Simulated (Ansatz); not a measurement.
This script drives Ansatz 0.2.0 through its Python package.

Input file `POSCAR`:
```text
SrCuTeF
1.0
   4.27636600    0.00000000    0.00000000
   0.00000000    4.27636600    0.00000000
   0.00000000    0.00000000    9.22155300
Sr Cu Te F
2 2 2 2
Direct
   0.00000000    0.50000000    0.85253400
   0.50000000    0.00000000    0.14746600
   0.50000000    0.50000000    0.50000000
   0.00000000    0.00000000    0.50000000
   0.00000000    0.50000000    0.32625700
   0.50000000    0.00000000    0.67374300
   0.50000000    0.50000000    0.00000000
   0.00000000    0.00000000    0.00000000
```

`optics_srcutef.py`:
```python
# -*- coding: utf-8 -*-
'''Independent-particle optical spectrum of SrCuTeF.'''

import warnings

import ansatz
from ase.io import read
import numpy as np

warnings.simplefilter('ignore', ansatz.DeckWarning)

atoms = read('POSCAR', format='vasp')
srcutef = ansatz.Crystal.from_ase(atoms)

model = srcutef.calculation()
model = model.pseudopotentials('paw')
model = model.occupations('fixed')
model = model.functional(ansatz.Functional.PBESOL).kpoints(4, 4, 2)
model = model.optics(energy_step=0.05, nscf_kmesh=(6, 6, 4), scissors=0.5)
outcome = model.run(threads=1)
spectra = outcome.optics()
energy, filling = np.asarray(spectra.photon_energy_ev), spectra.band_filling
gapped = filling.kind == 'insulating'
eps1 = np.asarray(filling.eps1 if gapped else filling.eps1_interband)[:3].mean(axis=0)
eps2 = np.asarray(filling.eps2 if gapped else filling.eps2_interband)[:3].mean(axis=0)
print('filling:', filling.kind, '- valid up to', round(spectra.valid_up_to_ev, 2), 'eV,', spectra.n_bands, 'bands')
top = min(12, spectra.valid_up_to_ev)
# mean of xx, yy and zz; between bands only where the bands are partly filled
print('E (eV)    eps1      eps2')
for e in np.arange(0.5, top + 0.01, 0.5):
    print(f'{e:5.1f} {np.interp(e, energy, eps1):9.3f} {np.interp(e, energy, eps2):9.3f}')
if gapped:
    print('eps_inf, bands beyond those summed included:', np.round(filling.eps_inf[:3], 3))
print('f-sum electrons:', np.round(filling.get('f_sum_n_eff'), 3))
```

It is started by `python optics_srcutef.py`. How long does it take on 1 thread of Arm Neoverse V1, with other jobs on the host, and how much memory does it need?

It took about 3.7 min, with a peak of 1.4 GiB, for 1 run of the engine.

```console
$ python optics_srcutef.py
filling: insulating - valid up to 5.23 eV, 63 bands
E (eV)    eps1      eps2
  0.5     6.525     0.000
  1.0     6.772     0.000
  1.5     7.281     0.000
  2.0     8.510     0.289
  2.5     9.879     1.170
  3.0    10.554     3.429
  3.5    10.402     5.756
  4.0     6.204    11.551
  4.5    -0.629    12.924
  5.0    -0.221     7.523
eps_inf, bands beyond those summed included: [7.596 7.596 6.461]
f-sum electrons: [23.307 23.307 23.048]
```

Caveats:
- No spin polarisation was allowed.
- The empty bands are shifted up by the scissors value typed.
- Averages over directions belong to no single polarisation, least of all in layered crystals.
- Without a Hubbard U or exact exchange, semilocal functionals often make such 3d compounds metallic or too weakly gapped.
- This cell is a computed structure, which may not be the phase found in nature.
- Independent-particle spectra on Kohn-Sham bands hold no excitons, and semilocal gaps are too small.
